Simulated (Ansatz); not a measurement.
# CuPdO2: the cost of one run

Computed with Ansatz 0.2.0 (DFT PBEsol, scalar-relativistic, plane waves, PAW; levels and slopes on a dense k mesh at the converged density, unless a step's input says otherwise).

## 1. Starting point

Symmetry: Pmna, No. 53, orthorhombic system. Conventional cell: a = 5.248 Å, b = 4.190 Å, c = 4.216 Å, α = 90.00°, β = 90.00°, γ = 90.00°. Cu (site symmetry 2/m) has 4 O at 1.95 Å as nearest neighbours. Pd (site symmetry 2/m) has 4 O at 2.02 Å as nearest neighbours. O (site symmetry 2) has 2 Cu at 1.95 Å and 2 Pd at 2.02 Å as nearest neighbours.

As a file:

```cif
data_structure
_symmetry_space_group_name_H-M 'Pmna'
_symmetry_Int_Tables_number 53
_cell_length_a 5.2475
_cell_length_b 4.1904
_cell_length_c 4.2161
_cell_angle_alpha 90.000
_cell_angle_beta 90.000
_cell_angle_gamma 90.000
_cell_volume 92.71
loop_
_atom_site_label
_atom_site_type_symbol
_atom_site_symmetry_multiplicity
_atom_site_Wyckoff_symbol
_atom_site_fract_x
_atom_site_fract_y
_atom_site_fract_z
_atom_site_occupancy
Cu1 Cu 2 b 0.00000 0.00000 0.50000 1
Pd1 Pd 2 d 0.50000 0.50000 0.50000 1
O1 O 4 g 0.75000 0.23367 0.25000 1
```

The structure comes from the Materials Project (structure only) and is not relaxed.

## 2. The run

input.yaml reads:

```yaml
crystal:
  lattice:
    - [4.1904453, 0.0, 0.0]
    - [0.0, 5.24754906, 0.0]
    - [-5.863e-05, 0.0, 4.21612924]
  atoms:
    - { symbol: Cu, position: [0.0, 0.0, 0.5], spin: 1.0 }
    - { symbol: Cu, position: [0.0, 0.5, 0.0], spin: -1.0 }
    - { symbol: Pd, position: [0.5, 0.5, 0.5] }
    - { symbol: Pd, position: [0.5, 0.0, 0.0] }
    - { symbol: O, position: [0.76632998, 0.24999583, 0.74999505] }
    - { symbol: O, position: [0.23367002, 0.24999583, 0.25000495] }
    - { symbol: O, position: [0.23367002, 0.75000417, 0.25000495] }
    - { symbol: O, position: [0.76632998, 0.75000417, 0.74999505] }
basis:
  ecutwfc: 420
kpoints:
  mp_grid: { grid: [10, 8, 10] }
hamiltonian:
  xc: pbesol
  pseudopotentials: { kind: paw }
scf:
  occupations: { method: gaussian, width: 0.05 }
output:
  forces: true
  eigenvalues: true
  eigenstates:
    nscf_kmesh: { grid: [16, 14, 16] }
    top_band: c6
    de_dk: true
    localisation: true
  stress: true
  populations: true
checkpoint:
  write: ck
  compress: false
  write_wavefunctions: false
  write_every: 100000
magnetization:
  spin_polarized: true
```

The run is started by

```
$ ansatz run input.yaml --threads 2 --pin off --max-ram 5120MiB --backend cpu --events-out ev --progress --plain --runs-dir out
```

Q: Estimate wall time and peak memory on 2 threads of Arm Neoverse N1, shared host.

About 14 min, with a peak of 4 GiB.
